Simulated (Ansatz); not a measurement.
# BH₅F₂ (built from SMILES B.F.F): a barrier at many levels of theory

How high is the barrier of this step (B1–F6 tightened, H2–H7 formed, H5–F8 formed, B1–H2 broken, H5–F6 broken, H7–F8 broken), and how far do cheaper methods land from CCSD(T)?

Method: single points in def2-TZVPP on PBE0-D4/def2-TZVP structures; program: Ansatz 0.2.0, Gaussian basis.

Levels: SPW92, PBE-D4, BLYP-D4, r2SCAN-D4, B97M-V, PBE0-D4, B3LYP-D4, r2SCAN0-D4, BHLYP-D4, CAM-B3LYP-D4, wB97X-V, wB97M-V, B2PLYP, PBE-QIDH, RPA on PBE, Hartree-Fock, MP2, CCSD, CCSD(T). The reference is CCSD(T) at the basis limit, from triple and quadruple zeta. Zero-point energies come from PBE0-D4 vibrations.

Correlated methods freeze the cores. B3LYP uses VWN-RPA correlation. B2PLYP carries no dispersion term here.

33 further runs of the same task are left out: 33 set aside as unsound or not needed.

**1. The three structures**

Charge 0, multiplicity 1. The folders r, ts and p hold the start, the saddle and the end; their coordinates stand in the first inputs.

```csv
pair,r (Å),ts (Å),p (Å)
B1–F6,1.739,1.545,1.332
H2–H7,1.515,1.043,0.749
H5–F8,1.537,1.168,0.926
B1–H2,1.226,1.299,2.638
H5–F6,0.964,1.121,1.871
H7–F8,0.953,1.125,2.779
```

**2. wB97M-V/def2-TZVPP**

Contents of r/in.yaml:

```yaml
crystal:
  periodic: [false, false, false]
  atoms:
    - {symbol: B, position_ang: [-0.570221, 0.085078, -0.761584]}
    - {symbol: H, position_ang: [0.324253, -0.752991, -0.774289]}
    - {symbol: H, position_ang: [-0.628497, 0.728090, -1.763518]}
    - {symbol: H, position_ang: [-1.574576, -0.225058, -0.191631]}
    - {symbol: H, position_ang: [0.533964, 0.672325, 1.007882]}
    - {symbol: F, position_ang: [0.107328, 1.235773, 0.352824]}
    - {symbol: H, position_ang: [0.757749, -1.047690, 0.647315]}
    - {symbol: F, position_ang: [1.049998, -0.695428, 1.483102]}
basis:
  gaussian: {orbitals: def2-TZVPP}
hamiltonian: {xc: {name: wB97M-V}}
```

Contents of ts/in.yaml:

```yaml
crystal:
  periodic: [false, false, false]
  atoms:
    - {symbol: B, position_ang: [-0.558832, 0.159958, -0.626226]}
    - {symbol: H, position_ang: [0.249140, -0.856911, -0.592847]}
    - {symbol: H, position_ang: [-0.406660, 0.610556, -1.720830]}
    - {symbol: H, position_ang: [-1.638004, -0.194347, -0.256505]}
    - {symbol: H, position_ang: [0.600812, 0.490951, 1.071723]}
    - {symbol: F, position_ang: [0.003517, 1.164207, 0.404268]}
    - {symbol: H, position_ang: [0.655757, -0.845104, 0.367102]}
    - {symbol: F, position_ang: [1.094271, -0.529210, 1.353415]}
basis:
  gaussian: {orbitals: def2-TZVPP}
hamiltonian: {xc: {name: wB97M-V}}
```

Contents of p/in.yaml:

```yaml
crystal:
  periodic: [false, false, false]
  atoms:
    - {symbol: B, position_ang: [-0.852007, 0.637498, -0.612840]}
    - {symbol: H, position_ang: [0.661941, -1.471029, -1.083728]}
    - {symbol: H, position_ang: [-0.798866, 0.790907, -1.795434]}
    - {symbol: H, position_ang: [-1.641846, -0.047694, -0.037991]}
    - {symbol: H, position_ang: [0.763297, 0.469180, 1.615300]}
    - {symbol: F, position_ang: [0.018085, 1.323593, 0.126747]}
    - {symbol: H, position_ang: [0.799849, -1.461646, -0.347826]}
    - {symbol: F, position_ang: [1.049547, -0.240710, 2.135872]}
basis:
  gaussian: {orbitals: def2-TZVPP}
hamiltonian: {xc: {name: wB97M-V}}
```

The command line of these runs was not kept.

Further steps of the session: CCSD(T)/def2-TZVPP; MP2/def2-QZVPP; Vibrations of the start structure; Vibrations of the end structure.

What does the calculation give? Wanted: barrier, CCSD(T)/CBS; reverse barrier, CCSD(T)/CBS; step energy, CCSD(T)/CBS; barrier with zero-point energy; step energy with zero-point energy; imaginary mode at the saddle; largest T1 diagnostic.

As calculated:

```
                          quantity           value
              barrier, CCSD(T)/CBS    8.7 kcal/mol
      reverse barrier, CCSD(T)/CBS   31.7 kcal/mol
          step energy, CCSD(T)/CBS  -23.1 kcal/mol
    barrier with zero-point energy    6.5 kcal/mol
step energy with zero-point energy  -28.1 kcal/mol
      imaginary mode at the saddle      1099i cm⁻¹
             largest T1 diagnostic           0.011
```

**Reading.** BHLYP-D4 is the best functional here (+0.8 kcal/mol from CCSD(T)/CBS); SPW92 is the worst (-13.1 kcal/mol). By rung, the mean size of the error is: LDA 13.1, GGA 5.9, meta-GGA 3.4, hybrid 2.8, range-separated hybrid 2.0, double hybrid 1.9 kcal/mol. PBE-D4 gives a barrier 7.1 kcal/mol too low, outside chemical accuracy (1 kcal/mol). Every functional without exact exchange puts the barrier too low, the usual mark of self-interaction error, which favours the spread-out density of a saddle. The barrier rises with the share of exact exchange, from BLYP-D4 through B3LYP-D4 to BHLYP-D4 (-4.6, -2.7, +0.8 kcal/mol). Hartree-Fock, with no correlation, is off by +9.6 kcal/mol. Zero-point motion lowers the barrier by 2.2 kcal/mol.
